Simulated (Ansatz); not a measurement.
# TaN: the cost of one run

Program: Ansatz 0.2.0 through its Python package. Level of theory: DFT LDA, plane waves, PAW. These are calculated values, not measurements.

## Step 1: The system

TaN P6/mmm: Symmetry: P6/mmm, No. 191, hexagonal system. The conventional cell has a = 5.191 Å, b = 5.191 Å, c = 2.908 Å, α = 90.00°, β = 90.00°, γ = 120.00°. Ta (site symmetry 6/mmm) has 6 N at 2.60 Å and 2 Ta at 2.91 Å as nearest neighbours. Ta (site symmetry -6m2) is surrounded by 6 N at 2.09 Å. N (site symmetry mmm) has 6 Ta at 2.09 to 2.60 Å as nearest neighbours.

Ta Im-3m: The structure is cubic, space group Im-3m (No. 229). The conventional cell has a = 3.303 Å, b = 3.303 Å, c = 3.303 Å, α = 90.00°, β = 90.00°, γ = 90.00°. Ta (site symmetry m-3m) has 8 Ta at 2.86 Å as nearest neighbours.

N in a box: The structure is orthorhombic, space group Pmmm (No. 47). Conventional cell: a = 9.000 Å, b = 9.500 Å, c = 10.000 Å, α = 90.00°, β = 90.00°, γ = 90.00°. N (site symmetry mm2) is surrounded by 1 N at 1.11 Å.

The script holds or builds the structure itself.

## Step 2: Script

Input file tan.py:

```python
"""Formation energy of TaN from the elements, after relaxing atoms and volume at fixed cell shape."""

from collections import Counter
import warnings

import ansatz as az
from ase import Atoms
import numpy as np

GASES = {"N2"}


def ground_state(name, crystal):
    calc = crystal.calculation()
    calc = calc.functional("lda")
    calc = calc.basis(470)
    calc = calc.kpoints(spacing=0.33)
    calc = calc.occupations("gaussian", width=0.02).stress()
    if name in GASES:
        return calc.kpoints(1, 1, 1).relax(force_tolerance=0.01, max_steps=40).run(threads=1, pin="off")
    calc = calc.relax(force_tolerance=0.01, max_steps=40, fix_cell=["shape"])
    return calc.run(threads=1, pin="off")


def counts(outcome):
    return Counter(site.symbol for site in outcome.lattice.sites)

def formation_energy(outcome, mu):
    n = counts(outcome)
    return (outcome.report["energy_sigma0_ev"] - sum(k * mu[element] for element, k in n.items())) / sum(n.values())


def volume_per_atom(outcome):
    return abs(np.linalg.det(outcome.lattice.cell_ang)) / len(outcome.lattice.sites)

warnings.simplefilter("ignore", az.DeckWarning)

phases = {}
tan = (
    az.Lattice.from_parameters(5.191, 5.191, 2.908, alpha=90, beta=90, gamma=120)
    .space_group(191)
    .atom("Ta", (0.0, 0.0, 0.0))
    .atom("Ta", (1 / 3, 2 / 3, 0.5))
    .atom("N", (0.5, 0.0, 0.0))
)
phases["TaN"] = tan
ta = (
    az.Lattice.bcc(3.30256)
    .space_group(229)
    .atom("Ta", (0.0, 0.0, 0.0))
    .primitive()
)
phases["Ta"] = ta
atoms = Atoms(
    ["N", "N"],
    scaled_positions=[
        (0.5, 0.5, 0.4445),
        (0.5, 0.5, 0.5555),
    ],
    cell=[
        (9.0, 0.0, 0.0),
        (0.0, 9.5, 0.0),
        (0.0, 0.0, 10.0),
    ],
    pbc=True,
)
n2 = az.Crystal.from_ase(atoms)
phases["N2"] = n2

done = {}
for name, crystal in phases.items():
    done[name] = ground_state(name, crystal)
    print(f"{name}: {done[name].report['energy_sigma0_ev']:.4f} eV, {len(done[name].lattice.sites)} atoms")

# chemical potentials of the elements at zero temperature
references = {"Ta": "Ta", "N": "N2"}
mu = {element: done[name].report["energy_sigma0_ev"] / len(done[name].lattice.sites) for element, name in references.items()}

target = done["TaN"]
heat = formation_energy(target, mu)
n = counts(target)
print("cell content:", dict(n), " volume", round(volume_per_atom(target), 3), "A^3/atom")
print("formation energy", round(heat, 4), "eV/atom,", round(heat * sum(n.values()), 4), "eV per cell")
print("bound against the elements" if heat < 0 else "unbound against the elements")
# no correction for the overbinding of the gas molecule is applied
```

## Step 3: What the engine is handed

The package turns the script's settings into the engine's input (first run):

```yaml
crystal:
  lattice:
    a: 5.191
    b: 5.191
    c: 2.908
    alpha: 90.0
    beta: 90.0
    gamma: 120.0
  space_group: 191
  atoms:
    - { symbol: Ta, position: [0.0, 0.0, 0.0] }
    - { symbol: Ta, position: [0.3333333333333333, 0.6666666666666666, 0.5] }
    - { symbol: "N", position: [0.5, 0.0, 0.0] }
basis:
  ecutwfc: 470.0
kpoints:
  mp_grid:
    kspacing: 0.33
hamiltonian:
  xc: lda
scf:
  occupations:
    method: gaussian
    width: 0.02
relax:
  f_tol: 0.01
  max_steps: 40
  cell:
    fix: [shape]
output:
  stress: true
```

## Step 4: The run

Launch:

```sh
> python tan.py
```

**Question.** How long does this script take on 1 thread of Intel Xeon Platinum 8375C at 2.90GHz (Ice Lake), shared host, and how much memory does it need?

About 22 s, with a peak of 0.58 GiB.
